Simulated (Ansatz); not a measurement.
# Cl3H2NSi: the cost of one run

Method: RHF/cc-pVDZ, in Ansatz 0.2.0.

**1. The structure to begin with**

Bond lengths: Si1–N2 1.820 Å, N2–H3 1.060 Å, N2–H4 1.060 Å, Si1–Cl5 2.130 Å, Si1–Cl6 2.128 Å, Si1–Cl7 2.128 Å. Angles: Si1–N2–H3 120.0°, Si1–N2–H4 120.0°, H3–N2–H4 120.0°, N2–Si1–Cl5 109.4°, N2–Si1–Cl6 109.5°, N2–Si1–Cl7 109.5°, Cl5–Si1–Cl6 109.5°, Cl5–Si1–Cl7 109.5°, Cl6–Si1–Cl7 109.5°.

As a file:

```xyz
7

Si    0.0000    0.0000    0.0000
N     0.0000    0.0000    1.8200
H    -0.8770   -0.2713    2.3500
H     0.8770    0.2713    2.3500
Cl    2.0086    0.0000   -0.7093
Cl   -1.0032    1.7381   -0.7093
Cl   -1.0032   -1.7381   -0.7093
```

**2. Preparing the start**

File input.yaml:

```yaml
crystal:
  periodic: [false, false, false]
  atoms:
    - { symbol: Si, position_ang: [0.0, 0.0, 0.0] }
    - { symbol: "N", position_ang: [0.0, 0.0, 1.82] }
    - { symbol: H, position_ang: [-0.877, -0.2713, 2.35] }
    - { symbol: H, position_ang: [0.877, 0.2713, 2.35] }
    - { symbol: Cl, position_ang: [2.0086, 0.0, -0.7093] }
    - { symbol: Cl, position_ang: [-1.0032, 1.7381, -0.7093] }
    - { symbol: Cl, position_ang: [-1.0032, -1.7381, -0.7093] }
basis:
  gaussian: { orbitals: cc-pVDZ }
hamiltonian:
  xc: hf
relax:
  f_tol: 0.02
  max_steps: 40
output:
  orbitals: {}
```

On the command line:

```bash
$ ansatz run input.yaml --threads 1 --pin off --max-ram 2048MiB --backend cpu --events-out ev --progress --plain --runs-dir out
```

What time and memory should one allow on 1 thread of Intel Xeon 6975P-C (Granite Rapids), shared host?

About 15 s, with a peak of 0.24 GiB.
